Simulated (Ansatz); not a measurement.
# BClFH3O: the cost of one run

All numbers below are computed with Ansatz 0.2.0 (RHF/cc-pVDZ).

1 further run of the same task is left out (it didn't finish).

## 1. Starting point

Bond lengths: B1–O2 1.760 Å, O2–H3 1.010 Å, B1–F4 1.320 Å, B1–H5 1.190 Å, B1–Cl6 2.160 Å, O2–H7 1.123 Å, Cl6–H7 1.362 Å. Angles: B1–O2–H3 109.5°, B1–O2–H7 85.7°, H3–O2–H7 110.2°, O2–B1–F4 120.0°, O2–B1–H5 120.0°, O2–B1–Cl6 71.6°, F4–B1–H5 120.0°, F4–B1–Cl6 96.8°, H5–B1–Cl6 101.3°, B1–Cl6–H7 65.3°, O2–H7–Cl6 137.3°.

Structure file:

```xyz
7

B     0.0000    0.0000    0.0000
O     0.0000    0.0000    1.7600
H    -0.9095   -0.2814    2.0971
F     1.1431    0.0000   -0.6600
H    -1.0305    0.0000   -0.5950
Cl    0.0968    2.0475    0.6811
H     0.0529    1.1186    1.6763
```

## 2. Pulling towards end A

Springs on the bonds that form and break draw the guess towards this end; the thresholds are loose.

Contents of input.yaml:

```yaml
crystal:
  periodic: [false, false, false]
  atoms:
    - { symbol: B, position_ang: [0.0, 0.0, 0.0] }
    - { symbol: O, position_ang: [0.0, 0.0, 1.76] }
    - { symbol: H, position_ang: [-0.9095, -0.2814, 2.0971] }
    - { symbol: F, position_ang: [1.1431, 0.0, -0.66] }
    - { symbol: H, position_ang: [-1.0305, 0.0, -0.595] }
    - { symbol: Cl, position_ang: [0.0968, 2.0475, 0.6811] }
    - { symbol: H, position_ang: [0.0529, 1.1186, 1.6763] }
basis:
  gaussian: { orbitals: cc-pVDZ }
hamiltonian:
  xc: hf
relax:
  f_tol: 0.15
  max_steps: 25
  restrain:
    - { distance: [0, 5], at: 3.06, k: 30.0 }
    - { distance: [6, 1], at: 2.21, k: 30.0 }
    - { distance: [0, 1], at: 1.41, k: 30.0 }
    - { distance: [6, 5], at: 1.37, k: 30.0 }
```

Started as:

```bash
$ ansatz run input.yaml --threads 1 --pin off --max-ram 2048MiB --backend cpu --events-out ev --progress --plain --runs-dir out
```

What time and memory should one allow on 1 thread of Arm Neoverse V1, shared host?

About 22 s, with a peak of 0.13 GiB.
